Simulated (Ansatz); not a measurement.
# CH5AlFNO: small, medium and large basis sets

One table from this session's results is given with a row withheld; the runs are named, their logs left out.

Computed with Ansatz 0.2.0, Gaussian basis. Level: one geometry, several basis sets.

The runs, in order: PBE0-D4/def2-SVP; ωB97M-V/def2-SVP; PBE0-D4/def2-QZVPP; ωB97M-V/def2-QZVPP; the functionals' def2-TZVPP values are taken from earlier runs.

## The relaxed structure

An earlier PBE0-D4 in a triple-zeta def2 set relaxation fixed the geometry.

10 atoms, charge 0, spin multiplicity 1.

Atoms are counted from 1 here; the program's logs count them from 0.

Bond lengths: O1–C2 1.456 Å, O1–Al5 2.015 Å, O1–H6 0.965 Å, C2–F3 1.399 Å, C2–N4 1.365 Å, C2–H7 1.094 Å, N4–Al5 1.853 Å, N4–H8 1.004 Å, Al5–H9 1.588 Å, Al5–H10 1.587 Å. Angles: C2–O1–Al5 89.2°, C2–O1–H6 109.4°, Al5–O1–H6 124.2°, O1–C2–F3 104.1°, O1–C2–N4 102.3°, O1–C2–H7 109.9°, F3–C2–N4 116.0°, F3–C2–H7 104.7°, N4–C2–H7 118.9°, C2–N4–Al5 99.1°, C2–N4–H8 116.7°, Al5–N4–H8 138.6°, O1–Al5–N4 69.1°, O1–Al5–H9 105.5°, O1–Al5–H10 111.3°, N4–Al5–H9 119.5°, N4–Al5–H10 117.4°, H9–Al5–H10 119.9°.

Set-up of the first run:

Input file in.yaml:

```yaml
crystal:
  periodic: [false, false, false]
  atoms:
    - {symbol: O, position_ang: [-0.572562, 0.705315, -0.678861]}
    - {symbol: C, position_ang: [-0.391738, 0.591265, 0.760950]}
    - {symbol: F, position_ang: [-1.653679, 0.213126, 1.233278]}
    - {symbol: N, position_ang: [0.589853, -0.352065, 0.857008]}
    - {symbol: Al, position_ang: [0.741755, -0.799872, -0.934524]}
    - {symbol: H, position_ang: [-1.512226, 0.647117, -0.890253]}
    - {symbol: H, position_ang: [-0.219196, 1.581278, 1.194375]}
    - {symbol: H, position_ang: [1.168331, -0.319301, 1.676619]}
    - {symbol: H, position_ang: [-0.108244, -2.010129, -1.514234]}
    - {symbol: H, position_ang: [2.040907, -0.307837, -1.701557]}
basis:
  gaussian: {orbitals: def2-SVP}
hamiltonian: {xc: pbe0, dispersion: d4}
output: {orbitals: {seedname: orbitals}}
```

Among the steps run: PBE0-D4 in def2-SVP; ωB97M-V in def2-SVP; PBE0-D4 in def2-QZVPP; ωB97M-V in def2-QZVPP.

One of the session's tables, all rows but one given; the rest of the session is left out.

It belongs to the step «Functionals by basis». 

```
functional       basis  HOMO (eV)  LUMO (eV)
   PBE0-D4    def2-SVP          ?          ?
   PBE0-D4  def2-TZVPP      -7.28      -0.24
   PBE0-D4  def2-QZVPP      -7.31      -0.44
   ωB97M-V    def2-SVP      -9.38       1.72
   ωB97M-V  def2-TZVPP      -9.54       1.25
   ωB97M-V  def2-QZVPP      -9.58       0.73
```

**Question.** Estimate the row for PBE0-D4, def2-SVP.

The run gave: HOMO (eV): -7.16; LUMO (eV): 0.06. In the column «HOMO (eV)» it is the highest.
